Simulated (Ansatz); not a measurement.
# C3H9CdNS: a ladder of functionals and wavefunction methods

The task here is to estimate one member of a computed series from the others.

Computed with Ansatz 0.2.0, Gaussian basis. Level: functionals in def2-TZVPP, the program's frozen cores in correlated methods.

Plan: LDA (SPW92), PBE-D4, revPBE-D4, BLYP-D4, r2SCAN-D4, B97M-V, PBE0-D4, B3LYP-D4, r2SCANh-D4, r2SCAN0-D4, HSE06-D4, BHLYP-D4, CAM-B3LYP-D4, LC-ωPBE, ωB97X-V, ωB97M-V, B2PLYP, PBE-QIDH; CCSD(T)/def2-SVP; CCSD(T)/def2-TZVPP; MP2/def2-QZVPP; extrapolation to the limit; RPA on PBE.

**The geometry**

The geometry comes from an earlier relaxation with PBE0-D4 in a triple-zeta def2 set; it is a stationary point, not always the lowest conformer. Cd takes the def2 core potential; no spin-orbit term is included.

SMILES `C[S][Cd][N](C)C`, 15 atoms, charge 0, spin multiplicity 1.

Atoms are counted from 1 here; the program's logs count them from 0.

Bond lengths: C1–S2 1.822 Å, C1–H7 1.091 Å, C1–H8 1.089 Å, C1–H9 1.089 Å, S2–Cd3 2.323 Å, Cd3–N4 2.006 Å, N4–C5 1.438 Å, N4–C6 1.438 Å, C5–H10 1.093 Å, C5–H11 1.102 Å, C5–H12 1.104 Å, C6–H13 1.104 Å, C6–H14 1.102 Å, C6–H15 1.093 Å. Angles: S2–C1–H7 106.3°, S2–C1–H8 111.9°, S2–C1–H9 111.9°, H7–C1–H8 108.4°, H7–C1–H9 108.4°, H8–C1–H9 109.8°, C1–S2–Cd3 103.2°, S2–Cd3–N4 174.2°, Cd3–N4–C5 121.2°, Cd3–N4–C6 121.2°, C5–N4–C6 111.9°, N4–C5–H10 111.4°, N4–C5–H11 110.5°, N4–C5–H12 113.5°, H10–C5–H11 107.0°, H10–C5–H12 107.5°, H11–C5–H12 106.6°, N4–C6–H13 113.5° and more.

As a file:

```
C     0.20837   -2.08032    3.08948
S     0.09842   -2.82267    1.42968
Cd    0.00413   -0.97310    0.02658
N    -0.09003    0.49364   -1.33830
C     1.07928    1.24844   -1.70131
C    -1.29854    1.24674   -1.54088
H     0.25638   -2.91179    3.79344
H     1.10859   -1.47852    3.20744
H    -0.66962   -1.48068    3.32614
H     1.99009    0.65608   -1.57991
H     1.02975    1.55059   -2.75983
H     1.20482    2.17564   -1.11493
H    -1.34552    2.17385   -0.94288
H    -1.39214    1.54893   -2.59642
H    -2.18400    0.65317   -1.29832
```

The first run:

Input file in.yaml:

```yaml
crystal:
  periodic: [false, false, false]
  atoms:
    - {symbol: C, position_ang: [0.208372, -2.080317, 3.089478]}
    - {symbol: S, position_ang: [0.098424, -2.822673, 1.429681]}
    - {symbol: Cd, position_ang: [0.004135, -0.973096, 0.026577]}
    - {symbol: N, position_ang: [-0.090032, 0.493639, -1.338297]}
    - {symbol: C, position_ang: [1.079281, 1.248443, -1.701309]}
    - {symbol: C, position_ang: [-1.298541, 1.246743, -1.540879]}
    - {symbol: H, position_ang: [0.256383, -2.911787, 3.793440]}
    - {symbol: H, position_ang: [1.108588, -1.478521, 3.207436]}
    - {symbol: H, position_ang: [-0.669616, -1.480681, 3.326143]}
    - {symbol: H, position_ang: [1.990090, 0.656076, -1.579913]}
    - {symbol: H, position_ang: [1.029755, 1.550586, -2.759825]}
    - {symbol: H, position_ang: [1.204816, 2.175644, -1.114927]}
    - {symbol: H, position_ang: [-1.345523, 2.173851, -0.942877]}
    - {symbol: H, position_ang: [-1.392142, 1.548934, -2.596419]}
    - {symbol: H, position_ang: [-2.184001, 0.653170, -1.298319]}
basis:
  gaussian: {orbitals: def2-TZVPP}
hamiltonian: {xc: lda}
output: {orbitals: {seedname: orbitals}}
```

On the command line:

```
ansatz run in.yaml --threads 2 --pin off --events-out ev --progress --plain --max-ram 20480MiB --backend cuda --devices 0, --max-vram 18GiB
```

Steps of the session up to this table: LDA; PBE-D4 (GGA); revPBE-D4 (GGA); BLYP-D4 (GGA); r2SCAN-D4 (meta-GGA); B97M-V (meta-GGA); B3LYP-D4 (hybrid); r2SCANh-D4 (hybrid); r2SCAN0-D4 (hybrid); HSE06-D4 (hybrid); BHLYP-D4 (hybrid); CAM-B3LYP-D4 (range-separated); LC-ωPBE (range-separated); ωB97X-V (range-separated); ωB97M-V (range-separated); B2PLYP (double hybrid); PBE-QIDH (double hybrid).

One of the session's tables, all rows but one given; the rest of the session is left out.

It belongs to the step «Frontier levels by functional». 

| functional | HOMO (eV) | gap (eV) |
| --- | --- | --- |
| LDA (SPW92) | -4.67 | 2.72 |
| PBE-D4 | -4.51 | 2.80 |
| revPBE-D4 | -4.44 | 2.85 |
| BLYP-D4 | -4.41 | 2.77 |
| r2SCAN-D4 | -4.69 | 3.21 |
| B97M-V | -4.80 | 3.12 |
| PBE0-D4 | -5.68 | 4.78 |
| B3LYP-D4 | ? | ? |
| r2SCANh-D4 | -5.14 | 3.94 |
| r2SCAN0-D4 | -5.83 | 5.05 |
| HSE06-D4 | -5.29 | 4.02 |
| BHLYP-D4 | -6.84 | 6.65 |
| CAM-B3LYP-D4 | -7.04 | 6.99 |
| LC-ωPBE | -8.33 | 9.47 |
| ωB97X-V | -8.02 | 8.95 |
| ωB97M-V | -7.95 | 8.60 |

**Question.** Estimate the row for B3LYP-D4.

Worked estimate for «HOMO (eV)». Against the share of exact exchange, BLYP-D4 (0, -4.41), BHLYP-D4 (0.5, -6.84) give a slope of -4.86 per unit share; at 0.2 the line stands at -5.38.

The run gave: HOMO (eV): -5.51; gap (eV): 4.33. In «HOMO (eV)» the line misses by +0.13.
